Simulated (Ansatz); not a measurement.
# NbCrCl: from a guess to a relaxed structure

Aim: relax a trial structure of NbCrCl and see where it ends.

Method: DFT PBE, scalar-relativistic, plane waves, PAW, in Ansatz 0.2.0.

**1. The structure to begin with**

It takes space group P4/mmm (No. 123, tetragonal). The conventional cell has a = 4.714 Å, b = 4.714 Å, c = 4.832 Å, α = 90.00°, β = 90.00°, γ = 90.00°. Around Nb (site symmetry 4/mmm) lie 2 Cl at 2.42 Å. Around Cr (site symmetry 4/mmm) lie 4 Nb at 3.33 Å. Cl (site symmetry 4/mmm) has 2 Nb at 2.42 Å in its first shell of neighbours.

Coordinates:

```
Nb Cr Cl
1.0
     4.71429    0.00000    0.00000
     0.00000    4.71429    0.00000
     0.00000    0.00000    4.83157
Nb Cr Cl
1 1 1
Direct
  0.50000 0.50000 0.00000
  0.00000 0.00000 0.00000
  0.50000 0.50000 0.50000
```

A structure generator made this guess: random cell by space group and Wyckoff sites (P4/mmm, No. 123). The dimensions are guesses.

**2. A first look at the guess**

input.yaml

```yaml
crystal:
  lattice:
    - [4.71429213, 0.0, 0.0]
    - [0.0, 4.71429213, 0.0]
    - [0.0, 0.0, 4.83157096]
  atoms:
    - { symbol: Nb, position: [0.5, 0.5, 0.0] }
    - { symbol: Cr, position: [0.0, 0.0, 0.0], spin: 3.0 }
    - { symbol: Cl, position: [0.5, 0.5, 0.5] }
basis:
  ecutwfc: 420
kpoints:
  mp_grid: { grid: [4, 4, 4] }
hamiltonian:
  xc: pbe
scf:
  occupations: { method: gaussian, width: 0.1 }
  lower_state_search: "off"
output:
  forces: true
  stress: true
  eigenvalues: true
  populations: true
magnetization:
  spin_polarized: true
```

The run is started by

```
> ansatz run input.yaml --threads 1 --pin off --max-ram 2560MiB --backend cpu --events-out ev --progress --plain --runs-dir out
```

Further runs follow: a loose first relaxation; relaxation on the finer mesh.

**Question.** What will these runs give? Wanted: conventional cell; volume; energy over the elements; gap on the mesh; total moment.

**Answer**, as computed:

| quantity | value |
| --- | --- |
| symmetry at the end (tolerance 0.05 Å) | space group P4/mmm (No. 123) |
| conventional cell | a = 3.663 Å, b = 3.663 Å, c = 4.850 Å, α = 90.00°, β = 90.00°, γ = 90.00° |
| volume | 21.69 Å³/atom |
| energy over the elements (uncorrected; H, N, O, F and Cl as molecules) | +0.52 eV/atom |
| gap on the mesh | none (metal) |
| total moment | 2.66 μB/cell |

In words: The space group P4/mmm (No. 123) is kept, and the volume per atom shrinks by 39.4 % from the first guess. The formation energy is positive, so the separate elements lie lower. No finished test with a distortion of lower symmetry is shown, so the end may be a saddle point. Other magnetic orders were not searched.
